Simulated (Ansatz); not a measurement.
# Al3Pd under changes of volume

One of the cells (15.371 Å³/atom); the others are scaled copies at fixed shape and fractional positions:

```xyz
4
Lattice="3.9469 0.0000 0.0000 0.0000 3.9469 0.0000 0.0000 0.0000 3.9469" Properties=species:S:1:pos:R:3 pbc="T T T"
Pd    0.0000    0.0000    0.0000
Al    1.9735    1.9735    0.0000
Al    1.9735    0.0000    1.9735
Al    0.0000    1.9735    1.9735
```

The cell comes from a database or a generator and needn't be the stable form of this composition.

| Property | Result |
| --- | --- |
| Program | Ansatz 0.2.0 |
| Functional | PBEsol |
| Potentials or basis | all-electron LAPW, scalar-relativistic |
| Cutoff | 205 eV (chosen from the basis error) |
| Basis error allowed | 0.001 eV/atom |
| k mesh | 7 × 7 × 7 |
| Occupations | fermi-dirac, width 0.05 eV |
| Spin | no spin polarisation |

| volume (Å³/atom) | energy over the lowest point (meV/atom) | pressure (GPa) |
| --- | --- | --- |
| 14.449 | ? | ? |
| 14.756 | 3.18 | 3.0 |
| 15.064 | 0.00 | 0.4 |
| 15.371 | 1.49 | -1.9 |
| 15.679 | 7.16 | -3.9 |
| 15.986 | 16.52 | -5.8 |
| 16.294 | 29.23 | -7.4 |

**Question.** What does the run at 14.449 Å³/atom give?

**Answer.** Energy over the lowest point 11.62 meV/atom; pressure 5.9 GPa.

Worked out: A Birch-Murnaghan fit of order 3 (a polynomial in V^(-2/3)) to the other rows has its minimum at 15.11 Å³/atom with B0 = V·E''(V) = 117 GPa and B' = 4.6. It gives 11.58 meV/atom at 14.449 Å³/atom, against the run's 11.62, and -dE/dV = 5.9 GPa, against 5.9.

Energies are extrapolated to zero smearing.
